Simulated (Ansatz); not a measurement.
# NTi: the cost of one run

The runs use Ansatz 0.2.0, Gaussian basis; def2-TZVPP, core rule «outside noble gas», up to 10 orbitals frozen.

Plan: UHF; CCSD(T) on ROHF; CCSD(T) on UHF; CCSDT(Q) on ROHF; CCSDT(Q) on UHF.

11 further runs of the same task are left out: 7 for a known fault of the program, 4 set aside as unsound or not needed.

### 1 What is computed

The geometry is a PBE0/def2-TZVP stationary point (not a proven minimum).

2 atoms, charge 1, spin multiplicity 3.

Atoms are counted from 1 here; the program's logs count them from 0.

Bond lengths: Ti1–N2 1.607 Å.

### 2 UHF

The input, in.yaml:

```yaml
crystal:
  periodic: [false, false, false]
  atoms:
    - {symbol: Ti, position_ang: [0.000000, 0.000000, 0.000000]}
    - {symbol: N, position_ang: [0.000000, 0.000000, 1.607000]}
basis:
  gaussian: {orbitals: def2-TZVPP}
total_charge: 1
magnetization: {spin_polarized: true, initial_magnetization: 2}
hamiltonian: {xc: hf}
output: {orbitals: {seedname: orbitals}}
```

On the command line:

```
$ ansatz run in.yaml --threads 1 --pin off --events-out ev --progress --plain --max-ram 2816MiB --backend cpu
```

What time and memory should one allow on 1 thread of AMD EPYC 7R13, shared host?

About 14 s, with a peak of 0.25 GiB.
